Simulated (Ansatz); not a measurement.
# AlMo3H: the cost of one run

Computed with Ansatz 0.2.0 (DFT PBE, scalar-relativistic, plane waves, PAW, unless a step's input says otherwise).

1 further run of the same task is left out (it didn't finish).

## 1. The starting structure

It takes space group Pm-3m (No. 221, cubic). Conventional cell: a = 4.004 Å, b = 4.004 Å, c = 4.004 Å, α = 90.00°, β = 90.00°, γ = 90.00°. Around Al (site symmetry m-3m) lie 6 Mo at 2.00 Å. Around H (site symmetry m-3m) lie 12 Mo at 2.83 Å. Mo (site symmetry 4/mmm) is surrounded by 2 Al at 2.00 Å and 4 H at 2.83 Å and 8 Mo at 2.83 Å.

As a file:

```
Al H Mo
1.0
     4.00358    0.00000    0.00000
     0.00000    4.00358    0.00000
     0.00000    0.00000    4.00358
Al H Mo
1 1 3
Direct
  0.50000 0.50000 0.50000
  0.00000 0.00000 0.00000
  0.00000 0.50000 0.50000
  0.50000 0.00000 0.50000
  0.50000 0.50000 0.00000
```

The cell is invented: species swapped into a database cell of KVF3 (Pm-3m, No. 221), with H on the K sites, Al on the V sites and Mo on the F sites. Its size is a rough estimate.

## 2. Probe: one point on a coarse mesh

Input file input.yaml:

```yaml
crystal:
  lattice:
    - [4.00358492, 0.0, 0.0]
    - [0.0, 4.00358492, 0.0]
    - [0.0, 0.0, 4.00358492]
  atoms:
    - { symbol: Al, position: [0.5, 0.5, 0.5] }
    - { symbol: H, position: [0.0, 0.0, 0.0] }
    - { symbol: Mo, position: [0.0, 0.5, 0.5] }
    - { symbol: Mo, position: [0.5, 0.0, 0.5] }
    - { symbol: Mo, position: [0.5, 0.5, 0.0] }
basis:
  ecutwfc: 420
kpoints:
  mp_grid: { grid: [4, 4, 4] }
hamiltonian:
  xc: pbe
scf:
  occupations: { method: gaussian, width: 0.1 }
  lower_state_search: "off"
output:
  forces: true
  stress: true
  eigenvalues: true
```

Command:

```
ansatz run input.yaml --threads 1 --pin off --max-ram 2048MiB --backend cpu --events-out ev --progress --plain --runs-dir out
```

**Question.** How long does this run take on 1 thread of Arm Neoverse N1, shared host, and how much memory does it need?

About 2.3 s, with a peak of 0.35 GiB.
